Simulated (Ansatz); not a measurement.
# CH9NSi3: basis-set convergence

One table from this session's results is given with a row withheld; the runs are named, their logs left out.

The runs use Ansatz 0.2.0, Gaussian basis; one geometry, several basis sets.

Plan: PBE0-D4/def2-SVP; ωB97M-V/def2-SVP; PBE0-D4/def2-QZVPP; ωB97M-V/def2-QZVPP; the functionals' def2-TZVPP values are taken from earlier runs.

## The relaxed structure

An earlier PBE0-D4 in a triple-zeta def2 set relaxation fixed the geometry.

SMILES `N[Si@@H]1C[Si@H]1[SiH3]`, 14 atoms, charge 0, spin multiplicity 1.

Atoms are counted from 1 here; the program's logs count them from 0.

Bond lengths: N1–Si2 1.716 Å, N1–H6 1.008 Å, N1–H7 1.009 Å, Si2–C3 1.864 Å, Si2–Si4 2.267 Å, Si2–H8 1.481 Å, C3–Si4 1.936 Å, C3–H9 1.090 Å, C3–H10 1.088 Å, Si4–Si5 2.322 Å, Si4–H11 1.489 Å, Si5–H12 1.489 Å, Si5–H13 1.490 Å, Si5–H14 1.488 Å. Angles: Si2–N1–H6 118.5°, Si2–N1–H7 118.8°, H6–N1–H7 110.3°, N1–Si2–C3 117.0°, N1–Si2–Si4 127.4°, N1–Si2–H8 110.1°, C3–Si2–Si4 54.9°, C3–Si2–H8 117.2°, Si4–Si2–H8 118.8°, Si2–C3–Si4 73.2°, Si2–C3–H9 117.8°, Si2–C3–H10 118.2°, Si4–C3–H9 114.5°, Si4–C3–H10 117.9°, H9–C3–H10 110.8°, Si2–Si4–C3 51.9°, Si2–Si4–Si5 123.9°, Si2–Si4–H11 119.6° and more.

Set-up of the first run:

in.yaml reads:

```yaml
crystal:
  periodic: [false, false, false]
  atoms:
    - {symbol: N, position_ang: [-1.598334, 2.459422, 0.397711]}
    - {symbol: Si, position_ang: [-0.956434, 0.882538, 0.615504]}
    - {symbol: C, position_ang: [0.896874, 0.733061, 0.743708]}
    - {symbol: Si, position_ang: [0.361221, -0.278925, -0.817407]}
    - {symbol: Si, position_ang: [0.707616, -2.571122, -0.688948]}
    - {symbol: H, position_ang: [-1.035492, 3.145574, -0.080917]}
    - {symbol: H, position_ang: [-2.567785, 2.558382, 0.137579]}
    - {symbol: H, position_ang: [-1.767015, 0.136229, 1.605736]}
    - {symbol: H, position_ang: [1.493726, 1.618256, 0.526171]}
    - {symbol: H, position_ang: [1.310629, 0.185294, 1.587884]}
    - {symbol: H, position_ang: [0.826893, 0.365556, -2.075808]}
    - {symbol: H, position_ang: [0.252306, -3.029924, 0.652184]}
    - {symbol: H, position_ang: [2.141404, -2.943855, -0.846317]}
    - {symbol: H, position_ang: [-0.078609, -3.289586, -1.728082]}
basis:
  gaussian: {orbitals: def2-SVP}
hamiltonian: {xc: pbe0, dispersion: d4}
output: {orbitals: {seedname: orbitals}}
```

Among the steps run: PBE0-D4 in def2-SVP; ωB97M-V in def2-SVP; PBE0-D4 in def2-QZVPP; ωB97M-V in def2-QZVPP.

One table of the session follows, with a row left open; its other results are not shown here.

It belongs to the step «Functionals by basis». 

| functional | basis | HOMO (eV) | LUMO (eV) |
| --- | --- | --- | --- |
| PBE0-D4 | def2-SVP | ? | ? |
| PBE0-D4 | def2-TZVPP | -6.05 | -0.39 |
| PBE0-D4 | def2-QZVPP | -6.07 | -0.47 |
| ωB97M-V | def2-SVP | -7.92 | 1.70 |
| ωB97M-V | def2-TZVPP | -8.01 | 1.30 |
| ωB97M-V | def2-QZVPP | -8.04 | 1.05 |

Q: Estimate the row for PBE0-D4, def2-SVP from the others.

**Answer.** HOMO (eV): -5.99; LUMO (eV): -0.13. In the column «HOMO (eV)» it is the highest.
